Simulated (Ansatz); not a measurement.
# CH6BNO2 (SMILES OBNCO): BHLYP/def2-SVP

What is the energy change on altering one bond length of CH6BNO2 at BHLYP/def2-SVP? 

The results are computed with Ansatz 0.2.0.

112 further runs of the same task are left out: 112 set aside as unsound or not needed.

**1. The system as given**

CH6BNO2 has 11 atoms, charge 0, and is taken as a singlet. SMILES: `OBNCO`. Geometry: relaxed at PBE0-D4/def2-TZVP. This is a higher conformer, about 10 kJ/mol above the lowest found by a separate search.

Bond lengths: O1–B2 1.362 Å, B2–N3 1.416 Å, N3–C4 1.423 Å, C4–O5 1.424 Å, O1–H6 0.965 Å, B2–H7 1.197 Å, N3–H8 1.004 Å, C4–H9 1.100 Å, C4–H10 1.096 Å, O5–H11 0.962 Å. Some angles: O1–B2–N3 121.8°, B2–N3–C4 124.5°, N3–C4–O5 109.1°, O1–B2–H7 118.8°, N3–B2–H7 119.3°, B2–O1–H6 111.4°, B2–N3–H8 119.6°, C4–N3–H8 115.8°, N3–C4–H9 110.6°, N3–C4–H10 109.5°.

**2. A single-point energy at BHLYP/def2-SVP**

input.yaml reads:

```yaml
crystal:
  periodic: [false, false, false]
  atoms:
    - {symbol: O, position_ang: [-0.365300, 1.867300, 0.524000]}
    - {symbol: B, position_ang: [-0.151000, 0.776300, 1.310700]}
    - {symbol: "N", position_ang: [0.041300, -0.514500, 0.761600]}
    - {symbol: C, position_ang: [-0.074500, -0.827100, -0.621300]}
    - {symbol: O, position_ang: [0.833500, -0.016400, -1.360600]}
    - {symbol: H, position_ang: [-0.145900, 1.684700, -0.397300]}
    - {symbol: H, position_ang: [-0.135500, 0.915900, 2.499600]}
    - {symbol: H, position_ang: [0.344000, -1.265700, 1.354800]}
    - {symbol: H, position_ang: [-1.095800, -0.629000, -0.978300]}
    - {symbol: H, position_ang: [0.142100, -1.890000, -0.774600]}
    - {symbol: H, position_ang: [0.672700, -0.158500, -2.298200]}
basis:
  gaussian: {orbitals: def2-SVP}
hamiltonian: {xc: {name: BHLYP}}
accuracy: high
output: {orbitals: {seedname: orbitals}}
```

Run with:

```sh
ansatz run input.yaml --threads 1 --pin off --max-ram 3480MiB --events-out events.jsonl --progress --plain --runs-dir runs
```

Output:

```text
Warning: RAYON_NUM_THREADS=1 ignored (pool sized by the plan → 1); use --threads N
Functional definition: BHLYP
  name "BHLYP"
  parameter a = 0.5
  exchange = (1 - a)*b88_x + a*exact_x
  correlation = lyp_c
2436 factors; integrals over basis functions are off by at most 3.5e-9 eV
mean field evaluation 1: about -7381.3218 eV, gradient 5.7e1 eV
mean field evaluation 2: about -7381.6005 eV, gradient 5.7e1 eV
mean field evaluation 4: about -7387.2159 eV, gradient 1.7e0 eV
mean field evaluation 8: about -7387.8010 eV, gradient 2.6e-1 eV
mean field evaluation 16: about -7387.8012 eV, gradient 2.6e-5 eV
mean field -7387.80122288 eV, -271.4966873095 hartree, gradient 5.9e-8 eV, S^2 0.000000; 0 other end points of the search recorded, 0 dependent functions left out
reference -7387.80125041 eV, -271.4966883209 hartree; 20, 20 occupied and 80, 80 virtual orbitals, 2436 factors
Total energy: -7387.80125041 eV, -271.4966883209 hartree
```

It took 11 s on 1 thread of Arm Neoverse V1, shared host; peak memory 0.36 GiB.

**3. The distorted shape, same level**

input.yaml reads:

```yaml
crystal:
  periodic: [false, false, false]
  atoms:
    - {symbol: O, position_ang: [-0.307397, 2.023607, 1.215481]}
    - {symbol: B, position_ang: [-0.093097, 0.932607, 2.002181]}
    - {symbol: "N", position_ang: [0.099203, -0.358193, 1.453081]}
    - {symbol: C, position_ang: [-0.074500, -0.827100, -0.621300]}
    - {symbol: O, position_ang: [0.833500, -0.016400, -1.360600]}
    - {symbol: H, position_ang: [-0.087997, 1.841007, 0.294181]}
    - {symbol: H, position_ang: [-0.077597, 1.072207, 3.191081]}
    - {symbol: H, position_ang: [0.401903, -1.109393, 2.046281]}
    - {symbol: H, position_ang: [-1.095800, -0.629000, -0.978300]}
    - {symbol: H, position_ang: [0.142100, -1.890000, -0.774600]}
    - {symbol: H, position_ang: [0.672700, -0.158500, -2.298200]}
basis:
  gaussian:
    orbitals: def2-SVP
hamiltonian:
  xc: {name: BHLYP}
accuracy: high
output:
  orbitals: {seedname: orbitals}
```

Run with:

```sh
ansatz run input.yaml --threads 1 --pin off --max-ram 3480MiB --events-out events.jsonl --progress --plain --runs-dir runs
```

Output:

```text
Warning: RAYON_NUM_THREADS=1 ignored (pool sized by the plan → 1); use --threads N
[... 5 set-up lines as earlier in the session ...]
2407 factors; integrals over basis functions are off by at most 3.2e-9 eV
mean field evaluation 1: about -7376.4833 eV, gradient 6.1e1 eV
mean field evaluation 2: about -7372.9485 eV, gradient 7.2e1 eV
mean field evaluation 4: about -7383.7968 eV, gradient 4.4e0 eV
mean field evaluation 8: about -7384.3884 eV, gradient 4.9e-1 eV
mean field evaluation 16: about -7384.3890 eV, gradient 2.7e-4 eV
mean field -7384.38897421 eV, -271.3712894835 hartree, gradient 1.0e-8 eV, S^2 0.000000; 0 other end points of the search recorded, 0 dependent functions left out
reference -7384.38900259 eV, -271.3712905265 hartree; 20, 20 occupied and 80, 80 virtual orbitals, 2407 factors
Total energy: -7384.38900259 eV, -271.3712905265 hartree
```

It took 11 s on 1 thread of Arm Neoverse V1, shared host; peak memory 0.35 GiB.

**4. What came out**

Level: BHLYP/def2-SVP.

| quantity | value |
| --- | --- |
| first shape: total energy | -271.49669 Eh |
| first shape: HOMO energy | -8.78 eV |
| first shape: LUMO energy | 1.83 eV |
| first shape: HOMO–LUMO gap | 10.61 eV |
| distorted shape: total energy | -271.37129 Eh |
| distorted shape: HOMO energy | -8.36 eV |
| distorted shape: LUMO energy | -0.49 eV |
| distorted shape: HOMO–LUMO gap | 7.87 eV |
| energy change with the N3–C4 bond stretched from 1.423 to 2.134 Å | 3.412 eV |

With the N3–C4 bond stretched from 1.423 to 2.134 Å the energy rises by 3.41 eV (329 kJ/mol). The first shape isn't relaxed at this level, so the change isn't measured from a minimum.
